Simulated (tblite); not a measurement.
# Cl4O2Si2: the cost of one run

Programs: tblite 0.8.0 and PySCF 2.14.0. All values are calculated, for the isolated system unless a continuum is named. Atoms count from 0, parts from 1.

## 1. Starting point

8 atoms, charge 0, multiplicity 1; geometry: distance geometry start.

## 2. Relaxing the cluster with GFN2-xTB

What the job is given:

```
{"job": {"kind": "relax", "xc": "GFN2-xTB", "basis": "xTB"}, "charge": 0, "multiplicity": 1}
Cl     3.098074    -0.026620    -0.543906
Si     1.114138     0.300193    -0.101453
Cl     0.576969     2.279820     0.416132
O      0.385382    -0.832442     0.992954
Si    -1.035441    -0.558312     0.061203
Cl    -1.910277     1.335095     0.422538
Cl    -2.325102    -2.138645    -0.011472
O      0.052264    -0.406195    -1.265656
```

Method: GFN2-xTB geometry optimisation, gas phase.

Started as:

```bash
> OMP_NUM_THREADS=1 python cluster_run.py task.json out
```

One launch serves the whole session: the jobs run in the order shown.

Q: Estimate the wall time of this first job on 1 thread of Arm Neoverse V1, shared host.

About 1.3 s.
